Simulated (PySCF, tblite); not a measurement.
# C2H12NSi3 radical: geometry, infrared bands and EPR parameters

Wanted: the infrared bands and EPR parameters of C2H12NSi3 radical (`CN[SiH2][SiH2][CH][SiH3]`), by calculation.

The runs use tblite 0.8.0 and PySCF 2.14.0, with density-fitted response routines of our own; the level of theory stands in each step. All values are computed, except where a source is named. Atoms count from 0, in the outputs and in this text.

## 1. The molecule as given

18 atoms, charge 0, multiplicity 2; geometry from: force field or distance geometry start.

Bonds of the start (Å): C0–N1 1.41, N1–Si2 1.75, Si2–Si3 2.20, Si3–C4 1.86, C4–Si5 1.88, C0–H6 1.12, C0–H7 1.12, C0–H8 1.09, N1–H9 0.99, Si2–H10 1.49, Si2–H11 1.48, Si3–H12 1.49, Si3–H13 1.46, C4–H14 1.12, Si5–H15 1.49, Si5–H16 1.47, Si5–H17 1.47.

## 2. Geometry optimisation with GFN2-xTB

What the job is given:

```
{"job": {"kind": "relax", "xc": "GFN2-xTB", "basis": "xTB"}, "charge": 0, "multiplicity": 2}
C     -2.767900     0.948200     0.071700
N     -1.886500     0.260800    -0.782600
Si    -1.091600    -1.152900    -0.117900
Si     1.028200    -1.403800    -0.663500
C      2.037700    -0.280200     0.430200
Si     2.905900     0.994000    -0.648900
H     -3.535400     0.254200     0.501800
H     -2.176700     1.296500     0.962500
H     -3.313500     1.790300    -0.366000
H     -1.813100     0.495300    -1.742300
H     -1.797200    -2.428000    -0.405300
H     -1.149100    -1.001700     1.355100
H      1.398800    -2.797900    -0.301000
H      1.305100    -1.188800    -2.079700
H      1.357500     0.249600     1.138400
H      4.229600     1.198400     0.002900
H      3.083200     0.507400    -2.028500
H      2.176200     2.265100    -0.603500
```

Command:

```
> OMP_NUM_THREADS=1 python probes_run.py task.json out
```

The driver reads the jobs from task.json and runs them one after another.

**Question.** This job is followed by: GFN2-xTB harmonic vibrations, gas phase; UKS B3LYP, pcH-1 on C H N Si, non-relativistic, mean-field spin-orbit, GIAO. Predict these results of the whole session: strongest single infrared mode (GFN2-xTB); zero-point energy (GFN2-xTB); g(iso) (B3LYP); ⟨S²⟩; largest a(iso) (averaged by class); potential on the surface of density 0.002 e/bohr³, 1st and 99th percentile.

The runs gave:

| quantity | value |
| --- | --- |
| strongest single infrared mode (GFN2-xTB) | 2204 cm⁻¹, 651 km/mol |
| zero-point energy (GFN2-xTB) | 77.2 kcal/mol |
| g(iso) (B3LYP) | 2.00268 |
| ⟨S²⟩ | 0.754 (exact 0.75) |
| largest a(iso) (averaged by class) | 13C on C4, 83.3 MHz |
| potential on the surface of density 0.002 e/bohr³, 1st and 99th percentile | -0.78 V and 1.39 V |

In words: The optimisation took 204 steps and gained 0.980 eV; among the close pairs (by a distance rule), Si2–Si3 changed most, from 2.203 to 2.327 Å. No mode is imaginary among the 48: a minimum at this level. The strongest single mode, at 2204 cm⁻¹, moves mainly H16. GFN2-xTB is a fitted tight-binding method: band positions and strengths are rough. Its intensities can rank the bands wrongly. Most of the unpaired spin sits on C4 (0.96 e). The isotropic g lies 0.4 ppt above the free-electron value. These values are for one conformer; the search (at its own cheap level) found 2 more, at 0.09, 0.83 kcal/mol, and measured spectra average over such forms.
